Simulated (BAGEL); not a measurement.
# C3H10OSi (trimethylsilanol): a chain of runs

We compute a single-point energy (HF/def2-SVP), then a single-point energy (NEVPT2(2,2)/def2-SVP) of C3H10OSi (trimethylsilanol). 

The calculation is run with BAGEL 1.2.2.

1 further run of the same task is left out (set aside as unsound or not needed).

### 1 The system as given

C3H10OSi has 15 atoms, charge 0, and is taken as a singlet. SMILES: `C[Si](C)(C)O`. One bond was lengthened or shortened from a relaxed shape.

Bond lengths: C1–Si2 1.870 Å, Si2–C3 1.870 Å, Si2–C4 1.861 Å, Si2–O5 1.909 Å, C1–H6 1.094 Å, C1–H7 1.094 Å, C1–H8 1.093 Å, C3–H9 1.094 Å, C3–H10 1.093 Å, C3–H11 1.094 Å, C4–H12 1.093 Å, C4–H13 1.093 Å, C4–H14 1.093 Å, O5–H15 0.957 Å. Some angles: C1–Si2–C3 109.3°, C1–Si2–C4 111.0°, C1–Si2–O5 110.3°, C3–Si2–C4 111.0°, C3–Si2–O5 110.3°, C4–Si2–O5 104.8°, Si2–C1–H6 111.5°, Si2–C1–H7 111.0°, Si2–C1–H8 111.0°, Si2–C3–H9 111.5°.

### 2 A single-point energy at HF/def2-SVP (density fitting with svp-jkfit) (run 1)

Input file input.json:

```json
{ "bagel" : [

{
  "title" : "molecule",
  "basis" : "svp",
  "df_basis" : "svp-jkfit",
  "angstrom" : false,
  "geometry" : [
    { "atom" : "C", "xyz" : [    -3.44650518,     0.00776677,     0.42108767 ] },
    { "atom" : "Si", "xyz" : [     0.04912910,     0.02634278,    -0.10093027 ] },
    { "atom" : "C", "xyz" : [     1.69315303,     0.34631121,     3.01148645 ] },
    { "atom" : "C", "xyz" : [     1.08728794,    -2.88472362,    -1.77998973 ] },
    { "atom" : "O", "xyz" : [     0.97547663,     2.73649350,    -2.29306927 ] },
    { "atom" : "H", "xyz" : [    -4.08162324,     1.73667721,     1.35977133 ] },
    { "atom" : "H", "xyz" : [    -4.00886878,    -1.58502668,     1.61252220 ] },
    { "atom" : "H", "xyz" : [    -4.46100465,    -0.14976080,    -1.37116638 ] },
    { "atom" : "H", "xyz" : [     1.13509801,     2.08064515,     3.98836147 ] },
    { "atom" : "H", "xyz" : [     3.74326021,     0.38992609,     2.76387564 ] },
    { "atom" : "H", "xyz" : [     1.23638733,    -1.23907452,     4.25674038 ] },
    { "atom" : "H", "xyz" : [     0.64473298,    -4.57585843,    -0.67897860 ] },
    { "atom" : "H", "xyz" : [     3.12514970,    -2.85297622,    -2.11192012 ] },
    { "atom" : "H", "xyz" : [     0.14786729,    -3.05007466,    -3.61143670 ] },
    { "atom" : "H", "xyz" : [     0.58985911,     4.41842534,    -1.74971632 ] }
  ]
},

{ "title" : "hf" },

{ "title" : "print", "file" : "orbitals.molden", "orbitals" : true }

]}
```

Launch:

```bash
$ BAGEL_NUM_THREADS=1 BAGEL input.json > input.out
```

Standard output:

```text
* using 1 threads per process

  ===============================================================
  ===============================================================

  *** Geometry ***

  { "atom" : "C", "xyz" : [     -3.446505,      0.007767,      0.421088 ] },
  { "atom" : "Si", "xyz" : [      0.049129,      0.026343,     -0.100930 ] },
  { "atom" : "C", "xyz" : [      1.693153,      0.346311,      3.011486 ] },
  { "atom" : "C", "xyz" : [      1.087288,     -2.884724,     -1.779990 ] },
  { "atom" : "O", "xyz" : [      0.975477,      2.736493,     -2.293069 ] },
  { "atom" : "H", "xyz" : [     -4.081623,      1.736677,      1.359771 ] },
  { "atom" : "H", "xyz" : [     -4.008869,     -1.585027,      1.612522 ] },
  { "atom" : "H", "xyz" : [     -4.461005,     -0.149761,     -1.371166 ] },
  { "atom" : "H", "xyz" : [      1.135098,      2.080645,      3.988361 ] },
  { "atom" : "H", "xyz" : [      3.743260,      0.389926,      2.763876 ] },
  { "atom" : "H", "xyz" : [      1.236387,     -1.239075,      4.256740 ] },
  { "atom" : "H", "xyz" : [      0.644733,     -4.575858,     -0.678979 ] },
  { "atom" : "H", "xyz" : [      3.125150,     -2.852976,     -2.111920 ] },
  { "atom" : "H", "xyz" : [      0.147867,     -3.050075,     -3.611437 ] },
  { "atom" : "H", "xyz" : [      0.589859,      4.418425,     -1.749716 ] },

  Number of auxiliary basis functions:      610

  Since a DF basis is specified, we compute 2- and 3-index integrals:
    o Being stored without compression. Storage requirement is 0.075 GB

  Number of basis functions:      124
  Number of electrons      :       50

    * METHOD: MOLECULE                             0.46

  *** RHF ***

  === Nuclear Repulsion ===
   243.9842179366

      * DIIS with orbital gradients will be used.

  === RHF iteration (svp) ===
      0       -482.73911660          0.01603943           0.18
      1       -482.95985479          0.00893638           0.20
      2       -483.03978409          0.00168741           0.18
      3       -483.04291319          0.00059746           0.18
      4       -483.04332551          0.00005263           0.18
      5       -483.04333107          0.00001294           0.18
      6       -483.04333144          0.00000402           0.21
      7       -483.04333148          0.00000121           0.19
      8       -483.04333148          0.00000035           0.18
      9       -483.04333148          0.00000011           0.18
     10       -483.04333148          0.00000004           0.18
     11       -483.04333148          0.00000001           0.18
    * SCF iteration converged.

    * Permanent dipole moment:
           (    0.376113,     0.192387,    -0.770700) a.u.

    * METHOD: HF                                   2.60

    * METHOD: PRINT                                0.02

  ===============================================================
```

It took 3.6 s on 1 thread of Arm Neoverse V2, shared host; peak memory 0.23 GiB.

### 3 The energy at NEVPT2(2,2)/def2-SVP (density fitting with svp-jkfit) (run 2)

Input file nevpt2.json:

```json
{ "bagel": [

{
  "title": "molecule",
  "basis": "svp",
  "df_basis": "svp-jkfit",
  "angstrom": false,
  "geometry": [
    { "atom": "C", "xyz": [    -3.44650518,     0.00776677,     0.42108767 ] },
    { "atom": "Si", "xyz": [     0.04912910,     0.02634278,    -0.10093027 ] },
    { "atom": "C", "xyz": [     1.69315303,     0.34631121,     3.01148645 ] },
    { "atom": "C", "xyz": [     1.08728794,    -2.88472362,    -1.77998973 ] },
    { "atom": "O", "xyz": [     0.97547663,     2.73649350,    -2.29306927 ] },
    { "atom": "H", "xyz": [    -4.08162324,     1.73667721,     1.35977133 ] },
    { "atom": "H", "xyz": [    -4.00886878,    -1.58502668,     1.61252220 ] },
    { "atom": "H", "xyz": [    -4.46100465,    -0.14976080,    -1.37116638 ] },
    { "atom": "H", "xyz": [     1.13509801,     2.08064515,     3.98836147 ] },
    { "atom": "H", "xyz": [     3.74326021,     0.38992609,     2.76387564 ] },
    { "atom": "H", "xyz": [     1.23638733,    -1.23907452,     4.25674038 ] },
    { "atom": "H", "xyz": [     0.64473298,    -4.57585843,    -0.67897860 ] },
    { "atom": "H", "xyz": [     3.12514970,    -2.85297622,    -2.11192012 ] },
    { "atom": "H", "xyz": [     0.14786729,    -3.05007466,    -3.61143670 ] },
    { "atom": "H", "xyz": [     0.58985911,     4.41842534,    -1.74971632 ] }
  ]
},

{ "title": "hf", "charge": 0 },

{ "title": "casscf", "nstate": 1, "nact": 2, "nclosed": 24, "charge": 0, "active": [14, 27], "maxiter": 200, "natocc": true },

{
  "title": "nevpt2",
  "nstate": 1,
  "nact": 2,
  "nclosed": 24,
  "charge": 0,
  "active": [14, 27],
  "maxiter": 200,
  "natocc": true,
  "ncore": 9
},

{ "title": "print", "file": "orbitals.molden", "orbitals": true }

]}
```

Launch:

```bash
$ BAGEL_NUM_THREADS=1 BAGEL nevpt2.json > nevpt2.out
```

Standard output:

```text
* using 1 threads per process

  ===============================================================
  ===============================================================

  *** Geometry ***

  { "atom" : "C", "xyz" : [     -3.446505,      0.007767,      0.421088 ] },
  { "atom" : "Si", "xyz" : [      0.049129,      0.026343,     -0.100930 ] },
  { "atom" : "C", "xyz" : [      1.693153,      0.346311,      3.011486 ] },
  { "atom" : "C", "xyz" : [      1.087288,     -2.884724,     -1.779990 ] },
  { "atom" : "O", "xyz" : [      0.975477,      2.736493,     -2.293069 ] },
  { "atom" : "H", "xyz" : [     -4.081623,      1.736677,      1.359771 ] },
  { "atom" : "H", "xyz" : [     -4.008869,     -1.585027,      1.612522 ] },
  { "atom" : "H", "xyz" : [     -4.461005,     -0.149761,     -1.371166 ] },
  { "atom" : "H", "xyz" : [      1.135098,      2.080645,      3.988361 ] },
  { "atom" : "H", "xyz" : [      3.743260,      0.389926,      2.763876 ] },
  { "atom" : "H", "xyz" : [      1.236387,     -1.239075,      4.256740 ] },
  { "atom" : "H", "xyz" : [      0.644733,     -4.575858,     -0.678979 ] },
  { "atom" : "H", "xyz" : [      3.125150,     -2.852976,     -2.111920 ] },
  { "atom" : "H", "xyz" : [      0.147867,     -3.050075,     -3.611437 ] },
  { "atom" : "H", "xyz" : [      0.589859,      4.418425,     -1.749716 ] },

  Number of auxiliary basis functions:      610

  Since a DF basis is specified, we compute 2- and 3-index integrals:
    o Being stored without compression. Storage requirement is 0.075 GB

  Number of basis functions:      124
  Number of electrons      :       50

    * METHOD: MOLECULE                             0.46

  *** RHF ***

  === Nuclear Repulsion ===
   243.9842179366

      * DIIS with orbital gradients will be used.

  === RHF iteration (svp) ===
      0       -482.73911660          0.01603943           0.18
      1       -482.95985479          0.00893638           0.20
      2       -483.03978409          0.00168741           0.18
      3       -483.04291319          0.00059746           0.18
      4       -483.04332551          0.00005263           0.18
      5       -483.04333107          0.00001294           0.18
      6       -483.04333144          0.00000402           0.18
      7       -483.04333148          0.00000121           0.19
      8       -483.04333148          0.00000035           0.18
      9       -483.04333148          0.00000011           0.18
     10       -483.04333148          0.00000004           0.18
     11       -483.04333148          0.00000001           0.18
    * SCF iteration converged.

    * Permanent dipole moment:
           (    0.376113,     0.192387,    -0.770700) a.u.

    * METHOD: HF                                   2.55

  ---------------------------
      CASSCF calculation
  ---------------------------

    ==== Active orbitals : =====
         Orbital 14
         Orbital 27
    ============================

    * nstate   :      1
    * nclosed  :     24
    * nact     :      2
    * nvirt    :     98
  === CASSCF iteration (svp) ===

    * Using the second-order algorithm

      0  0      -483.04345008     1.83e-05      0.05

      1  0      -483.04788272     4.85e-04      0.96

      2  0      -483.05994863     9.41e-04      0.93

      3  0      -483.06328913     3.11e-04      1.11

      4  0      -483.06351558     1.79e-04      1.14

      5  0      -483.06353693     9.47e-05      1.17

      6  0      -483.06354039     4.49e-05      1.15

      7  0      -483.06354106     2.04e-05      1.19

      8  0      -483.06354119     9.20e-06      1.21

      9  0      -483.06354122     4.12e-06      1.24

     10  0      -483.06354123     1.84e-06      1.22

     11  0      -483.06354123     8.22e-07      1.26

     12  0      -483.06354123     3.67e-07      1.20

     13  0      -483.06354123     1.64e-07      1.10

     14  0      -483.06354123     7.33e-08      1.05

     15  0      -483.06354123     3.27e-08      1.01

     16  0      -483.06354123     1.46e-08      0.89

     17  0      -483.06354123     6.52e-09      0.73

    * Second-order optimization converged. *

     guess   0:   closed 1.                   open ..

  === FCI iteration ===

      0  0      -483.04289443     9.28e-02      0.00
      1  0      -483.06348485     3.75e-03      0.00
      2  0 *    -483.06354123     2.94e-16      0.00

     * ci vector, state   0, <S^2> = 0.0000
       2.     0.9938583840
       .2    -0.1106594437

    * METHOD: CASSCF                              18.98

    * freezing 9 orbitals

  === DF-NEVPT2 calculation ===

    * 3-index integral transformation done
    * assembly done

      NEVPT2 correlation energy:   -0.7038491147      0.56

          (+0)     -0.6089244717
          (+0)'    -0.0436720858
          (+1)     -0.0095144855
          (+1)'    -0.0000000000
          (+2)     -0.0004144871
          (-1)     -0.0364496120
          (-1)'     0.0000000000
          (-2)     -0.0048739726

      NEVPT2 total energy:       -483.7673903426

    * METHOD: NEVPT2                               0.87

    * METHOD: PRINT                                0.03

  ===============================================================
```

It took 23 s on 1 thread of Arm Neoverse V2, shared host; peak memory 0.23 GiB.

### 4 Summary of results

| quantity | value |
| --- | --- |
| run 1, HF/def2-SVP: total energy | -483.04333 Eh |
| run 1, HF/def2-SVP: dipole moment | 2.23 D |
| run 1, HF/def2-SVP: HOMO energy | -11.60 eV |
| run 1, HF/def2-SVP: LUMO energy | 4.10 eV |
| run 1, HF/def2-SVP: HOMO–LUMO gap | 15.71 eV |
| run 2, NEVPT2(2,2)/def2-SVP: total energy | -483.76739 Eh |
